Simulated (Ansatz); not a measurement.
**CH₅NSeSi: up Jacob's ladder to CCSD(T)**

How much do the methods differ for CH₅NSeSi? The plan is to run it at one geometry with functionals of several rungs and with coupled cluster, and see how far each lands from CCSD(T) at the basis-set limit for the atomisation energy.

Computed with Ansatz 0.2.0, Gaussian basis. Level: functionals in def2-TZVPP, the program's frozen cores in correlated methods.

Plan: PBE-D4, r2SCAN-D4, PBE0-D4, B3LYP-D4, ωB97X-V, ωB97M-V, B2PLYP; CCSD(T)/def2-TZVPP; MP2/def2-QZVPP; extrapolation to the limit.

### Step 1. The relaxed structure

All runs share one geometry, relaxed beforehand with PBE0-D4 in a triple-zeta def2 set.

SMILES `C1N[SiH2][Se]1`, 9 atoms, charge 0, spin multiplicity 1.

Atoms are counted from 1 here; the program's logs count them from 0.

Bond lengths: C1–N2 1.446 Å, C1–Se4 1.996 Å, C1–H5 1.093 Å, C1–H6 1.093 Å, N2–Si3 1.713 Å, N2–H7 1.005 Å, Si3–Se4 2.275 Å, Si3–H8 1.490 Å, Si3–H9 1.488 Å. Angles: N2–C1–Se4 100.2°, N2–C1–H5 114.2°, N2–C1–H6 114.0°, Se4–C1–H5 108.8°, Se4–C1–H6 108.9°, H5–C1–H6 110.1°, C1–N2–Si3 105.3°, C1–N2–H7 119.3°, Si3–N2–H7 133.8°, N2–Si3–Se4 82.6°, N2–Si3–H8 116.8°, N2–Si3–H9 116.5°, Se4–Si3–H8 116.7°, Se4–Si3–H9 116.8°, H8–Si3–H9 106.6°, C1–Se4–Si3 71.8°.

Coordinates:

```mol
CH5NSeSi
  3D, bonds by distance, orders not assigned

  9  9  0  0  0  0  0  0  0  0999 V2000
   -0.1644    0.9435   -0.7829 C   0  0
    0.7207    0.3153    0.1725 N   0  0
   -0.1309   -1.0571    0.7417 Si  0  0
   -1.7665   -0.2342   -0.6088 Se  0  0
    0.1904    0.9043   -1.8158 H   0  0
   -0.4471    1.9661   -0.5212 H   0  0
    1.6821    0.6057    0.2171 H   0  0
    0.4266   -2.3910    0.3799 H   0  0
   -0.4224   -1.0987    2.2006 H   0  0
  1  2  8  0
  2  3  8  0
  3  4  8  0
  1  5  8  0
  1  6  8  0
  2  7  8  0
  3  8  8  0
  3  9  8  0
  1  4  8  0
M  END
```

### Step 2. PBE-D4 (GGA)

Input file in.yaml:

```yaml
crystal:
  periodic: [false, false, false]
  atoms:
    - {symbol: C, position_ang: [-0.164393, 0.943519, -0.782872]}
    - {symbol: N, position_ang: [0.720749, 0.315287, 0.172481]}
    - {symbol: Si, position_ang: [-0.130892, -1.057138, 0.741666]}
    - {symbol: Se, position_ang: [-1.766488, -0.234211, -0.608751]}
    - {symbol: H, position_ang: [0.190374, 0.904284, -1.815785]}
    - {symbol: H, position_ang: [-0.447079, 1.966111, -0.521243]}
    - {symbol: H, position_ang: [1.682114, 0.605718, 0.217061]}
    - {symbol: H, position_ang: [0.426638, -2.391031, 0.379913]}
    - {symbol: H, position_ang: [-0.422423, -1.098742, 2.200632]}
basis:
  gaussian: {orbitals: def2-TZVPP}
hamiltonian: {xc: pbe, dispersion: d4}
output: {forces: true, orbitals: {seedname: orbitals}}
```

On the command line:

```console
> ansatz run in.yaml --threads 4 --pin off --events-out ev --progress --plain --max-ram 10444MiB
```

After this run come: r2SCAN-D4 (meta-GGA); PBE0-D4 (hybrid); B3LYP-D4 (hybrid); ωB97X-V (range-separated); ωB97M-V (range-separated); B2PLYP (double hybrid); CCSD(T) in def2-TZVPP; MP2 in def2-QZVPP.

Q: Predict the results of all the runs planned. Wanted: atomisation energy, CCSD(T)/CBS; farthest; mean size of error, hybrid; mean size of error, range-separated; gap, smallest and largest; T1 diagnostic; triples share of the correlation energy.

As calculated:

| quantity | value |
| --- | --- |
| atomisation energy, CCSD(T)/CBS | 3054.6 kJ/mol |
| functionals within 30.5 kJ/mol (1.0 %) | r2SCAN-D4, PBE0-D4, B3LYP-D4, ωB97X-V, ωB97M-V |
| farthest | B2PLYP (-50.5 kJ/mol) |
| mean size of error, hybrid | 6.3 kJ/mol |
| mean size of error, range-separated | 9.1 kJ/mol |
| gap, smallest and largest | 4.04 eV (PBE-D4), 10.34 eV (ωB97X-V) |
| T1 diagnostic | 0.0098 |
| triples share of the correlation energy | 4.0 % |

PBE-D4 misses by +49.2 kJ/mol. Double hybrids carry the basis error of their MP2 part in triple zeta, and no dispersion term here, so their miss is partly the set-up's. Misses under about 30.5 kJ/mol are within the doubt on the reference itself, which lacks core-valence correlation, relativity and higher excitations, and its outer-core shells are covered unevenly. All levels share the lack of spin-orbit coupling, which lowers the free heavy atoms and so the true binding. Hartree-Fock recovers 69 % of the binding; the rest is correlation. Orbital gaps span 4.0 to 10.3 eV; exact exchange widens them. Correlated methods include outer-core shells of Se, which these sets cover unevenly.
